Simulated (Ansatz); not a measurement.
Geometry optimisation, Ansatz, DFT PBE, scalar-relativistic, plane waves, PAW.

The input (input.yaml):

```yaml
accuracy: low
crystal:
  lattice:
    - [0.0, 5.43, 5.43]
    - [5.43, 0.0, 5.43]
    - [5.43, 5.43, 0.0]
  atoms:
    - { symbol: Si, position: [0.0, 0.0, 0.0] }
    - { symbol: Si, position: [0.125, 0.125, 0.125] }
    - { symbol: Si, position: [0.0, 0.0, 0.5] }
    - { symbol: Si, position: [0.125, 0.125, 0.625] }
    - { symbol: Si, position: [0.0, 0.5, 0.0] }
    - { symbol: Si, position: [0.125, 0.625, 0.125] }
    - { symbol: Si, position: [0.0, 0.5, 0.5] }
    - { symbol: Si, position: [0.125, 0.625, 0.625] }
    - { symbol: Si, position: [0.5, 0.0, 0.0] }
    - { symbol: Si, position: [0.625, 0.125, 0.125] }
    - { symbol: Si, position: [0.5, 0.0, 0.5] }
    - { symbol: Si, position: [0.625, 0.125, 0.625] }
    - { symbol: Si, position: [0.5, 0.5, 0.0] }
    - { symbol: Si, position: [0.625, 0.625, 0.125] }
    - { symbol: Si, position: [0.5, 0.5, 0.5] }
    - { symbol: Si, position: [0.625, 0.625, 0.625] }
    - { symbol: Ge, position: [0.8772034, 0.8778771, 0.878877] }
basis:
  ecutwfc: 420.0
kpoints:
  mp_grid: { grid: [2, 2, 2] }
hamiltonian:
  xc: pbe
  pseudopotentials: { kind: paw, azcp: { folder: soft_1 } }
scf:
  occupations: { method: fermi_dirac, width: 0.05 }
  lower_state_search: "off"
relax:
  f_tol: 0.08
  max_steps: 25
  adjacent_minimum: "off"
output:
  write_density: true
  write_potential: true
  elf: true
  volumetric_format: npy
```

Command:

```bash
$ ansatz run input.yaml --threads 1 --pin off --max-ram 3072MiB --backend cpu --events-out ev --progress --plain --runs-dir out
```

Problem. Where does it end, and by what steps?

Solution. The forces met the threshold. The force dipped under the threshold on the way, but the program's further checks kept it going. Limits of this set-up: low accuracy level. After 3 steps the energy has fallen by 0.351 eV; Si1 moved furthest, 0.09 Å.

| step | energy less start (eV) | largest force component (eV/Å) | accepted |
| --- | --- | --- | --- |
| 0 | 0.0000 | 1.182 | yes |
| 1 | -0.3164 | 0.393 | yes |
| 2 | -0.3507 | 0.047 | yes |
| 3 | -0.3507 | 0.047 | yes |

```xyz
17
Lattice="0.0000 5.4300 5.4300 5.4300 0.0000 5.4300 5.4300 5.4300 0.0000" Properties=species:S:1:pos:R:3
Si 0.050 0.050 0.050
Si 1.368 1.367 1.365
Si 2.677 2.677 0.036
Si 4.073 4.073 1.407
Si 2.675 0.037 2.676
Si 4.073 1.408 4.073
Si 5.438 2.709 2.709
Si 6.742 4.072 4.072
Si 0.038 2.675 2.675
Si 1.408 4.073 4.073
Si 2.709 5.438 2.709
Si 4.072 6.742 4.072
Si 2.708 2.708 5.438
Si 4.072 4.072 6.741
Si 5.434 5.433 5.433
Si 6.785 6.785 6.786
Ge 9.519 9.518 9.515
```

Whether the end is a true minimum wasn't checked by a vibrational analysis.

Time of the run: 35 s on 1 thread of Arm Neoverse V1 (shared host), peak memory 0.55 GiB.
